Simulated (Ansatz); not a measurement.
Ge2Sb2Te5:

```
CELL_PARAMETERS angstrom
6.83914 -3.06601 0.00000
6.83914 3.06601 0.00000
-6.83098 0.00000 6.84761
ATOMIC_POSITIONS crystal
Te 0.59470 0.59470 0.38643
Te 0.79529 0.79529 0.19611
Te 0.00832 0.00832 0.00643
Te 0.20652 0.20652 0.80980
Te 0.39996 0.39996 0.59712
Sb 0.90171 0.90171 0.58787
Sb 0.11187 0.11187 0.41735
Ge 0.28429 0.28429 0.18783
Ge 0.49734 0.49734 0.01104
```

The cell comes from a database or a generator and needn't be the stable form of this composition.

| Item | Value |
| --- | --- |
| Program | Ansatz 0.2.0 |
| Task | relaxation of cell and atoms |
| Functional | RPBE |
| Dispersion | D4 |
| Potentials or basis | Ansatz PAW |
| Cutoff | 420 eV (not typed: the program's choice for these potentials) |
| k mesh | 5 × 5 × 4 |
| Occupations | fermi-dirac, width 0.05 eV |
| Spin | no spin polarisation |

At the start: volume 31.91 Å³/atom.

Problem. How do energy, volume and symmetry change on relaxing?

Solution. It ends after 15 steps and the volume is 30.42 Å³/atom (-4.7 %); space group Cm (No. 8, to 0.05 Å).

Step by step:
| step | energy change (eV) | largest force (eV/Å) | volume (Å³) |
| --- | --- | --- | --- |
| 1 | 0.0000 | 0.6420 | 287.17 |
| 2 | -0.1865 | 0.6098 | 282.94 |
| 3 | -0.2883 | 0.1667 | 272.10 |
| 4 | -0.2961 | 0.1521 | 273.01 |
| 5 | -0.3000 | 0.0841 | 273.79 |
| 6 | -0.3032 | 0.0725 | 273.69 |
| 7 | -0.3055 | 0.0651 | 273.61 |
| 8 | -0.3075 | 0.0569 | 273.56 |
| 9 | -0.3089 | 0.1630 | 274.53 |
| 10 | -0.3133 | 0.1212 | 273.07 |
| 11 | -0.3170 | 0.0714 | 273.75 |
| 12 | -0.3178 | 0.0152 | 273.73 |
| 13 | -0.3178 | 0.0149 | 273.90 |
| 14 | -0.3179 | 0.0031 | 273.75 |
| 15 | -0.3157 | 0.0032 | 273.75 |

Final structure:
```
CELL_PARAMETERS angstrom
6.75152 -3.03967 -0.04354
6.75152 3.03967 -0.04354
-6.78706 0.00000 6.71339
ATOMIC_POSITIONS crystal
Te 0.60895 0.60895 0.41851
Te 0.80248 0.80248 0.18073
Te 0.98841 0.98841 0.98778
Te 0.20755 0.20755 0.80295
Te 0.41934 0.41934 0.60730
Sb 0.89017 0.89017 0.56441
Sb 0.12063 0.12063 0.42386
Ge 0.26810 0.26810 0.18913
Ge 0.49435 0.49435 0.02533
```

Caveat: the plane-wave basis is chosen anew once the cell has moved, so the energies of steps on either side of that aren't comparable; the PAW data sets come from PBE, with cores solved anew for the run's functional, which leaves a small shift of forces and pressure.
